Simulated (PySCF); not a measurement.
# [Ce(SH)2]+: other functionals and bases at one geometry

The task here is to estimate one member of a computed series from the others.

Method: several levels, as the steps say, no spin–orbit coupling; program: PySCF 2.14.0.

3 further runs of the same task are left out: 1 for a known fault of the program, 2 that didn't finish.

## Starting geometry

5 atoms, charge 1, spin multiplicity 1.

Bond lengths: Ce1–S2 2.603 Å, Ce1–S4 2.603 Å, S2–H3 1.368 Å, S4–H5 1.368 Å. Angles: S2–Ce1–S4 108.2°, Ce1–S2–H3 96.3°, Ce1–S4–H5 96.3°.

Coordinates:

```
Ce   -0.3691   -1.5028    0.4100
S    -0.0170    0.4859    2.0527
H     0.2572    1.4242    1.0960
S    -0.0170   -0.6240   -2.0150
H     0.2572    0.6702   -1.6674
```

Formal oxidation states: Ce +3. Each metal's 1 4f electrons lie in its core potential, so multiplicities, spins and levels count the valence alone. An earlier session relaxed this geometry at PBE, Ce lcecp-1-SVP with ECP47, S def2-SVP, H def2-SVP (singlet, point group C2v).

At PBE on the finer grid: E = -829.097911 Eh, HOMO -10.90 eV, LUMO -7.83 eV, Mulliken charge on Ce1 +1.07 e, largest force component 0.009 eV/Å. 

Levels to run: BP86; r2SCAN; HF; wB97X; PBE, TZVP. Hardware: 2 threads of Arm Neoverse V2, shared host.

Set-up of the first run:

Contents of run.py (the lines that set the calculation):

```python
mol = gto.M(atom='''
Ce    -0.36914    -1.50275     0.41003
S     -0.01696     0.48590     2.05271
H      0.25723     1.42420     1.09597
S     -0.01696    -0.62399    -2.01503
H      0.25723     0.67019    -1.66743''',
    basis={'Ce': 'lcecp-1-SVP', 'S': 'def2-SVP', 'H': 'def2-SVP'},
    ecp={'Ce': 'lcecp-1-SVP'},
    charge=1, spin=0)
mf = dft.RKS(mol, xc='B88,P86')
mf.grids.atom_grid = (75, 302)  # f atoms: unpruned, at least (60, 302)
mf = mf.density_fit()  # fitting sets: Ce AutoAux, S def2-universal-JKFIT, H def2-universal-JKFIT
mf.conv_tol = 1e-08; mf.max_cycle = 55
mf.kernel(dm0)  # dm0: the density of the relaxed state
```

Run with:

```bash
$ OMP_NUM_THREADS=2 python run.py
```

Among the steps run: BP86; r2SCAN; HF; wB97X; PBE, TZVP.

One table of the session follows, with a row left open; its other results are not shown here.

```
             level  HOMO (eV)  gap (eV)  charge on Ce1 (e)  dipole (D)  largest force component (eV/Å)
PBE (relaxed here)     -10.90      3.07               1.07        3.83                            0.01
              BP86          ?         ?                  ?           ?                               ?
            r2SCAN     -11.13      3.66               1.19        4.29                            0.26
                HF     -14.31      9.42               1.46        6.06                            0.79
             wB97X     -14.14      8.92               1.25        5.22                            0.41
         PBE, TZVP     -10.82      3.07               1.37        4.19                            0.22
```

Estimate the missing values for BP86.

As computed: HOMO (eV): -10.99; gap (eV): 3.21; charge on Ce1 (e): 1.08; dipole (D): 3.87; largest force component (eV/Å): 0.05. In the column «HOMO (eV)» it lies between r2SCAN (-11.13) and PBE (relaxed here) (-10.90).

The dipole of a charged species depends on the origin, so these sizes hold for this origin alone.

In one basis the HOMO–LUMO gap runs from 3.07 eV (PBE) to 9.42 eV (HF). The largest leftover force, 0.79 eV/Å with HF, stands at a geometry relaxed at another level. With 4f in the core, its levels are missing from HOMO and gap, and its count is fixed, so no charge can pass from the ligands into it. Total energies of different levels can't be compared.
